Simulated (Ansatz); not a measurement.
# SbHF2: one structure at several levels

An exercise on one series of results from a longer session: the logs are not shown, and one member is left open.

The runs use Ansatz 0.2.0, Gaussian basis; single points in def2-TZVPP.

Cores are frozen in the correlated methods. Filled d shells of the heavier atoms are correlated. Core potentials replace the inner electrons past krypton, and spin-orbit coupling is left out.

### The system as given

SMILES `[F][SbH][F]`, 4 atoms, charge 0, spin multiplicity 1.

Atoms are counted from 1 here; the program's logs count them from 0.

Bond lengths: F1–Sb2 1.925 Å, Sb2–F3 2.086 Å, Sb2–H4 1.620 Å. Angles: F1–Sb2–F3 91.6°, F1–Sb2–H4 83.4°, F3–Sb2–H4 89.1°.

Coordinates:

```xyz
4
charge 0, multiplicity 1
F     1.1629   -0.7084    0.9299
Sb   -0.5921   -0.5331    0.1583
F    -0.5362    1.5428    0.3560
H     0.2354   -0.3971   -1.2282
```

The first run:

File run/in.yaml:

```yaml
crystal:
  periodic: [false, false, false]
  atoms:
    - {symbol: F, position_ang: [1.162900, -0.708400, 0.929900]}
    - {symbol: Sb, position_ang: [-0.592100, -0.533100, 0.158300]}
    - {symbol: F, position_ang: [-0.536200, 1.542800, 0.356000]}
    - {symbol: H, position_ang: [0.235400, -0.397100, -1.228200]}
basis:
  gaussian: {orbitals: def2-TZVPP}
correlation: {method: ccsd_t}
output: {forces: true}
```

No record of the launch command was kept for these runs.

Steps of the session up to this table: CCSD(T)/def2-TZVPP; PBE0-D4/def2-TZVPP; wB97M-V/def2-TZVPP; r2SCAN-D4/def2-TZVPP; PBE-D4/def2-TZVPP; LC-wPBE/def2-TZVPP; BLYP-D4/def2-TZVPP.

One table of the session follows, with a row left open; its other results are not shown here.

```
   method  RMS force component (eV/Å)  angle to CCSD(T) forces (°)  dipole (D)
  CCSD(T)                       1.416                    reference        4.44
  PBE0-D4                           ?                            ?           ?
  wB97M-V                       1.372                          2.6        4.50
r2SCAN-D4                       1.325                          7.5        4.24
   PBE-D4                       1.191                         20.6        4.10
  LC-wPBE                       1.432                          0.6        4.52
  BLYP-D4                       1.134                         27.7        4.20
```

Estimate the missing values for PBE0-D4.

The run gave: RMS force component (eV/Å): 1.377; angle to CCSD(T) forces (°): 5.3; dipole (D): 4.41. In the column «RMS force component (eV/Å)» it lies between wB97M-V (1.372) and CCSD(T) (1.416).
